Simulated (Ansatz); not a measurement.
Run this with the Python package of Ansatz (0.2.0) and show what comes out.

Script `ch2brcl_cas.py`:
```python
'''Static correlation in CH2BrCl: natural occupations of an active space.'''

import ansatz
from ase import Atoms


def main() -> None:
    atoms = Atoms(['Cl', 'C', 'Br', 'H', 'H'], positions=[
        (-1.5599, 0.0932, 0.5629),
        (-0.0093, 0.042, -0.1746),
        (1.2488, -0.5957, 1.1069),
        (0.3859, 1.0474, -0.5059),
        (-0.0156, -0.6607, -1.0308),
    ])
    system = ansatz.Crystal.molecule_from_ase(atoms)

    calc = (
        system.calculation()
        .basis(gaussian='def2-SVP')
        .correlation(active_electrons=4, active_orbitals=4)
    )
    for method in [None]:
        r = (calc if method is None else calc.correlation(method)).run(threads=1).report
        space = r['configurations']
        state = space['states'][0]
        print(method or 'casscf', f'total {r["free_energy_ev"] / 27.211386246:.6f} Ha, active-space state {state["energy"]["hartree"]:.6f} Ha, mean field {r["reference_energy_ev"] / 27.211386246:.6f} Ha')
        print('  determinants', state['n_determinants'], ' natural occupations', [round(n, 3) for n in space['natural_occupations']])


if __name__ == '__main__':
    main()
```

```console
$ python ch2brcl_cas.py
casscf total -3070.476672 Ha, active-space state -3070.476672 Ha, mean field -3070.437909 Ha
  determinants 36  natural occupations [1.975, 1.968, 0.033, 0.024]
```

Reading the output:
- Total energies depend on the basis set; only differences at equal settings carry meaning.
- The geometry is a force-field or estimated start, not a minimum of this method, and the basis set is short of its limit. The active space starts as a window about the frontier orbitals and is then optimised, not chosen by chemistry.
- Timing: 6.5 s on 1 thread of Arm Neoverse V1 (shared host), peak memory 0.23 GiB.

(Lines on the test bed's own set-up are left out of the output.)
